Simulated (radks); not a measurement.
# Te²⁺ in [Kr] 4d10 5s2 5p1 6s1: an all-electron calculation

Wanted: eigenvalues, radial structure and energy terms of the tellurium ion Te2+.

Program: radks (a radial shooting solver on a logarithmic mesh, Libxc functionals) version 1. Level of theory: Dirac Kohn-Sham, PBE, spin-unpolarised, spherical densities, point nucleus; open shells fill j = l - 1/2 first. These are calculated values, not measurements, unless marked.

**1. The atom as given**

* element: tellurium (Z = 52)
* charge: +2
* electrons: 50
* configuration: [Kr] 4d10 5s2 5p1 6s1

**2. The calculation**

Input:

```text
Z 52
configuration [Kr] 4d10 5s2 5p1 6s1
relativity Dirac
functional pbe,pbe
spin unpolarised
j_filling energy
nucleus point
c 137.035999084
```

Launch:

```console
python run_ks.py task.json out
```

All runs below come from this command, one after another.

What does the calculation give?

**Answer**, as computed:

```
                        quantity                   value
                    total energy     -6795.35724 hartree
exchange-correlation share of it                  2.58 %
                            −T/E                  1.0576
          highest occupied level       6s1/2, -12.245 eV
    most extended occupied level  6s1/2, <r> = 4.40 bohr
 radius at density 0.001 e/bohr³               4.85 bohr
    maxima of the radial density                       4
```

What this shows: 6 principal shells are occupied and 4 maxima appear in the radial density; where shells overlap, one shows as a shoulder or not at all. −T/E is 1.058: with relativity the kinetic term as defined here no longer equals −E. This is not the tabulated ground configuration, so its levels and sizes aren't those of the ground state, and no measured value stands beside it.
